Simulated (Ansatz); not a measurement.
# Au: the cost of one run

Method: DFT r2SCAN, scalar-relativistic, plane waves, PAW, in Ansatz 0.2.0.

## (1) The starting structure

It takes space group P6_3/mmc (No. 194, hexagonal). The conventional cell has a = 3.213 Å, b = 3.213 Å, c = 8.751 Å, α = 90.00°, β = 90.00°, γ = 120.00°. Au (site symmetry -6m2) has 3 Au at 1.86 Å as nearest neighbours.

Coordinates:

```
Au
1.0
     3.21304    0.00000    0.00000
    -1.60652    2.78258    0.00000
     0.00000    0.00000    8.75097
Au
4
Direct
  0.00000 0.00000 0.25000
  0.00000 0.00000 0.75000
  0.33333 0.66667 0.75000
  0.66667 0.33333 0.25000
```

(A quick probe on a coarse mesh, which set the mesh and smearing, is not shown.)

## (3) A loose first relaxation

File input.yaml:

```yaml
crystal:
  lattice:
    - [3.2130423376, 0.0, 0.0]
    - [-1.6065211688, 2.7825762878, 0.0]
    - [0.0, 0.0, 8.7509689683]
  atoms:
    - { symbol: Au, position: [0.0, 0.0, 0.25] }
    - { symbol: Au, position: [0.0, 0.0, 0.75] }
    - { symbol: Au, position: [0.3333333333, 0.6666666667, 0.75] }
    - { symbol: Au, position: [0.6666666667, 0.3333333333, 0.25] }
basis:
  ecutwfc: 500
kpoints:
  mp_grid: { grid: [6, 6, 2] }
hamiltonian:
  xc: r2scan
scf:
  occupations: { method: gaussian, width: 0.1 }
  lower_state_search: "off"
output:
  forces: true
  stress: true
  eigenvalues: true
relax:
  adjacent_minimum: "off"
  f_tol: 0.04
  max_steps: 70
  cell: { stress_tol: 0.4 }
```

**Question.** How long does this run take on 1 thread of an x86-64 CPU, shared host, and how much memory does it need?

About 86 s, with a peak of 0.63 GiB.
